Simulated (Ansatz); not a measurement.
This script makes a formation energy from the elements of Be4AlFe and its elements with Ansatz 0.2.0 through its Python package.

`be4alfe_formation.py`:
```python
"""Heat of formation of Be4AlFe at zero temperature, after relaxing cells and atoms."""

from collections import Counter
import warnings

import ansatz
import numpy as np

PHASES = {
    "Be4AlFe": (
        [(0.0, 2.98527922, 2.98527922), (2.98527922, 0.0, 2.98527922), (2.98527922, 2.98527922, 0.0)],
        [
            ("Be", (0.8769079, 0.8769079, 0.36927631)),
            ("Be", (0.8769079, 0.36927631, 0.8769079)),
            ("Be", (0.36927631, 0.8769079, 0.8769079)),
            ("Be", (0.8769079, 0.8769079, 0.8769079)),
            ("Al", (0.5, 0.5, 0.5)),
            ("Fe", (0.25, 0.25, 0.25)),
        ],
    ),
    "Be": (
        [(2.2853, 0.0, 0.0), (-1.14265, 1.97912786, 0.0), (0.0, 0.0, 3.5842)],
        [
            ("Be", (1 / 3, 2 / 3, 0.25)),
            ("Be", (2 / 3, 1 / 3, 0.75)),
        ],
    ),
    "Al": (
        [(0.0, 2.024805, 2.024805), (2.024805, 0.0, 2.024805), (2.024805, 2.024805, 0.0)],
        [
            ("Al", (0.0, 0.0, 0.0)),
        ],
    ),
    "Fe": (
        [(-1.443, 1.443, 1.443), (1.443, -1.443, 1.443), (1.443, 1.443, -1.443)],
        [
            ("Fe", (0.0, 0.0, 0.0)),
        ],
    ),
}
MOMENTS = {"Fe": 3.5}  # parallel starting moments in muB


def build(vectors, sites):
    crystal = ansatz.Crystal(lattice=ansatz.Lattice.of(vectors))
    for symbol, position in sites:
        crystal = crystal.atom(symbol, position)
    return crystal

POLARISED = {"Be4AlFe", "Fe"}


def run_phase(name, crystal):
    calc = (
        crystal.calculation()
        .functional("pbesol")
        .basis(31 * ansatz.Ry)
        .kpoints(spacing=0.27)  # sampling of the Brillouin zone
        .occupations("fermi_dirac", width=0.05)  # the run then minimises F = E - TS
        .stress()  # GPa
    )
    if name in POLARISED:
        calc = calc.spin("collinear")
    calc = calc.relax(force_tolerance=0.01, max_steps=40, cell=True)
    return calc.run()


def counts(outcome):
    return Counter(site.symbol for site in outcome.lattice.sites)

def formation_energy(outcome, mu):
    n = counts(outcome)
    return (outcome.report["energy_sigma0_ev"] - sum(k * mu[element] for element, k in n.items())) / sum(n.values())


def volume_per_atom(outcome):
    return abs(np.linalg.det(outcome.lattice.cell_ang)) / len(outcome.lattice.sites)


def main() -> None:
    warnings.simplefilter("ignore", ansatz.DeckWarning)

    phases = {name: build(*cell) for name, cell in PHASES.items()}
    for name in ["Be4AlFe", "Fe"]:
        phases[name] = phases[name].moments({e: m for e, m in MOMENTS.items() if e in phases[name].species()})

    done = {name: run_phase(name, crystal) for name, crystal in phases.items()}

    # energy of one atom in its reference phase
    references = {"Be": "Be", "Al": "Al", "Fe": "Fe"}
    mu = {element: done[name].report["energy_sigma0_ev"] / len(done[name].lattice.sites) for element, name in references.items()}

    target = done["Be4AlFe"]
    heat = formation_energy(target, mu)
    for element, value in mu.items():
        print(f"mu({element}) = {value:.4f} eV from {references[element]}, {volume_per_atom(done[references[element]]):.2f} A^3/atom")
    print(f"formation energy of Be4AlFe: {heat:.4f} eV/atom = {96.4853 * heat:.1f} kJ/mol of atoms")


if __name__ == "__main__":
    main()
```

Is Be4AlFe bound against its elements at this level, and by how much?

The formation energy is -0.245 eV an atom (-23.7 kJ per mole of atoms), so Be4AlFe lies below the reference phases.

The run itself:

```console
$ python be4alfe_formation.py
mu(Be) = -90.3550 eV from Be, 7.83 A^3/atom
mu(Al) = -524.5289 eV from Al, 16.14 A^3/atom
mu(Fe) = -4448.8509 eV from Fe, 10.80 A^3/atom
formation energy of Be4AlFe: -0.2454 eV/atom = -23.7 kJ/mol of atoms
```

Reading the output:
- Absolute energies stand on the zero of these potentials, so only differences at equal settings mean something.
- The magnetic order follows from the starting moments and needn't be the lowest.
- For the metals among these phases the mesh is modest: differences between phases can be off by up to 40 meV an atom.
- The cells come from databases of deposited and of computed structures, and not all need be stable phases.
- The compound is the structure given, not necessarily its lowest; energies are at zero temperature, with no correction for gases. Magnetic phases start from parallel moments and may not end in their lowest magnetic state. A semilocal functional's error on such energies is often 0.05 to 0.1 eV an atom, and 0.1 to 0.3 eV against gases such as O2 or F2.
- Run time: 32 s on 1 thread of Arm Neoverse V2, with other jobs on the host, peak memory 0.44 GiB.

(Lines on the test bed's own set-up are left out of the output.)
